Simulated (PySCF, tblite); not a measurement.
# C7H10N2: geometry, infrared bands, NMR shifts, electronic excitations and core binding energies

Aim: predict the infrared bands, NMR shifts, electronic excitations and core binding energies of C7H10N2 (`CCNc1ccccn1`).

Computed with tblite 0.8.0 and PySCF 2.14.0, with density-fitted response routines of our own, on a single molecule in the gas phase. Atoms are numbered from 0 throughout.

## Step 1: The molecule as given

19 atoms, charge 0, multiplicity 1; geometry from: GFN2-xTB.

Bonds of the start (Å): C0–C1 1.53, C1–N2 1.44, N2–C3 1.36, C3–C4 1.41, C4–C5 1.38, C5–C6 1.39, C6–C7 1.38, C7–N8 1.32, N8–C3 1.33, C0–H9 1.09, C0–H10 1.09, C0–H11 1.09, C1–H12 1.09, C1–H13 1.09, N2–H14 1.01, C4–H15 1.08, C5–H16 1.08, C6–H17 1.08, C7–H18 1.08.

## Step 2: Harmonic vibrations with GFN2-xTB

What the job is given:

```
{"job": {"kind": "ir", "xc": "GFN2-xTB", "basis": "xTB"}, "charge": 0, "multiplicity": 1}
C     -2.726755    -0.246416     0.569157
C     -2.027214     0.435962    -0.605534
N     -0.845835    -0.274803    -1.033182
C      0.364532    -0.076418    -0.438529
C      1.431171    -0.959139    -0.686345
C      2.653056    -0.693783    -0.113124
C      2.797391     0.435546     0.687990
C      1.690024     1.241780     0.867774
N      0.505515     1.002328     0.331185
H     -2.052754    -0.293939     1.420812
H     -3.027750    -1.258470     0.303353
H     -3.611909     0.314118     0.856432
H     -1.703321     1.435597    -0.313856
H     -2.707314     0.510393    -1.459209
H     -0.997096    -1.186926    -1.436895
H      1.279242    -1.824711    -1.314640
H      3.490126    -1.356990    -0.280732
H      3.738634     0.671620     1.157848
H      1.740453     2.133502     1.480033
```

**Question.** This job is followed by: PBE0-D3(BJ)/def2-SVP geometry optimisation, gas phase; GIAO PBE0/pcSseg-1 NMR shielding, non-relativistic, gas phase; TDDFT PBE0/def2-SVPD, vertical, gas phase, core orbitals frozen in the response; GIAO KT2/pcSseg-1 NMR shielding, non-relativistic, gas phase; delta-SCF UKS SCAN, pcX-2 on the ionised atom, pcseg-1 elsewhere, spin-free X2C. What will the session give for the following? strongest single infrared mode (GFN2-xTB); zero-point energy (GFN2-xTB); point group; rotational constants (main isotopes); 13C shifts against TMS (PBE0/pcSseg-1); 1H shifts against TMS (PBE0/pcSseg-1, means over atoms taken as alike); 15N shifts against NH3 (PBE0/pcSseg-1); lowest singlet (PBE0/def2-SVPD); brightest single state of those computed; lowest triplet; vertical ionisation energy (ΔSCF); C1s binding energies, SCAN/pcX-2 (standing for 5 of 7 atoms); N1s binding energies, SCAN/pcX-2; range of the shift of N8.

**Answer**, as computed:

```
                                                              quantity                                                     value
                             strongest single infrared mode (GFN2-xTB)                                     1487 cm⁻¹, 322 km/mol
                                          zero-point energy (GFN2-xTB)                                             98.8 kcal/mol
                                                           point group                                                        C1
                                  rotational constants (main isotopes)                                      3.93, 1.07, 0.91 GHz
                                13C shifts against TMS (PBE0/pcSseg-1)         160.5, 154.9, 142.6, 115.7, 110.3, 37.0, 16.0 ppm
1H shifts against TMS (PBE0/pcSseg-1, means over atoms taken as alike)              8.20, 7.34, 6.40, 6.12, 3.61, 3.48, 1.13 ppm
                                15N shifts against NH3 (PBE0/pcSseg-1)                                          295.9, 106.3 ppm
                                       lowest singlet (PBE0/def2-SVPD)                               4.52 eV (274 nm), f = 0.047
                              brightest single state of those computed                               state 3, 5.41 eV, f = 0.162
                                                        lowest triplet                                                   3.55 eV
                                     vertical ionisation energy (ΔSCF)                                                   7.65 eV
          C1s binding energies, SCAN/pcX-2 (standing for 5 of 7 atoms)  C1 291.43, C5 290.44, C0 290.34, C4 289.92, C6 289.68 eV
                                      N1s binding energies, SCAN/pcX-2                                   N2 405.06, N8 403.79 eV
                                              range of the shift of N8                                        274.3 to 295.9 ppm
```

In words: No mode is imaginary among the 51: a minimum at this level. The strongest single mode, at 1487 cm⁻¹, is spread over many atoms; the largest shares are those of C3, N2. Unscaled tight-binding wavenumbers are off by several per cent, some by more. Its intensities can rank the bands wrongly. Relaxing lowered the energy by 0.053 eV in 10 steps; the close pair that moved most is C0–H11, from 1.086 to 1.101 Å. At PBE0/pcSseg-1: The largest span, 568 ppm, is at N8, where the paramagnetic term is -364 ppm. NICS(1)zz of -22 ppm above the planar ring from C3 marks a diatropic (aromatic) ring current. The lowest singlet, at 4.52 eV, is HOMO→LUMO 0.95 and is weak; of the 10 states computed, the strongest absorption comes from state 3 at 5.41 eV. The lowest triplet lies 0.98 eV below the lowest singlet (triplets in Tamm-Dancoff, singlets in full TDDFT). The orbital energy would give 5.94 eV for ionisation, ΔSCF gives 7.65 eV. C1 (sp3 CH2 bonded to N) binds its C1s electron 1.75 eV more tightly than C6 (aromatic CH). Only 5 of the 7 C atoms are covered by sound results. N2 (aniline-type nitrogen) binds its N1s electron 1.27 eV more tightly than N8 (pyridine-type ring nitrogen). Across the 2 runs the shift of N8 moves most, between 274.3 (KT2/pcSseg-1) and 295.9 ppm (PBE0/pcSseg-1).
